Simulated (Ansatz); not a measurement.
# CrF2O2: the cost of one run

Program: Ansatz 0.2.0, Gaussian basis. Level of theory: the settings change from run to run. These are calculated values, not measurements.

### 1 The relaxed structure

The geometry comes from an earlier relaxation with PBE0-D4 in a triple-zeta def2 set; it is a stationary point.

SMILES `[O]=[Cr](=[O])([F])[F]`, 5 atoms, charge 0, spin multiplicity 1.

Atoms are counted from 1 here; the program's logs count them from 0.

Bond lengths: O1–Cr2 1.534 Å, Cr2–O3 1.534 Å, Cr2–F4 1.699 Å, Cr2–F5 1.699 Å. Angles: O1–Cr2–O3 108.3°, O1–Cr2–F4 109.7°, O1–Cr2–F5 109.7°, O3–Cr2–F4 109.7°, O3–Cr2–F5 109.7°, F4–Cr2–F5 109.8°.

### 2 PBE-QIDH/aug-cc-pVDZ

Set apart from the defaults: atoms shaken by 0.03 Å, a grid of angular degree 23.

in.yaml reads:

```yaml
crystal:
  periodic: [false, false, false]
  atoms:
    - {symbol: O, position_ang: [-0.501258, -0.404840, 1.382342]}
    - {symbol: Cr, position_ang: [0.026446, -0.039368, 0.011940]}
    - {symbol: O, position_ang: [1.368322, -0.825083, -0.210647]}
    - {symbol: F, position_ang: [-1.131841, -0.498630, -1.194483]}
    - {symbol: F, position_ang: [0.318491, 1.610372, -0.072712]}
basis:
  gaussian: {orbitals: aug-cc-pVDZ, final_grid: {core_spheres: 8, valence_spheres: 7, degree: 23}}
hamiltonian: {xc: {name: PBE-QIDH}}
output: {forces: true}
```

Launch:

```bash
ansatz run in.yaml --threads 4 --pin off --events-out ev --progress --plain --max-ram 10444MiB
```

**Question.** How long does this run take on 4 threads of Intel Xeon 6975P-C, shared host, and how much memory does it need?

About 5 s, with a peak of 0.59 GiB.
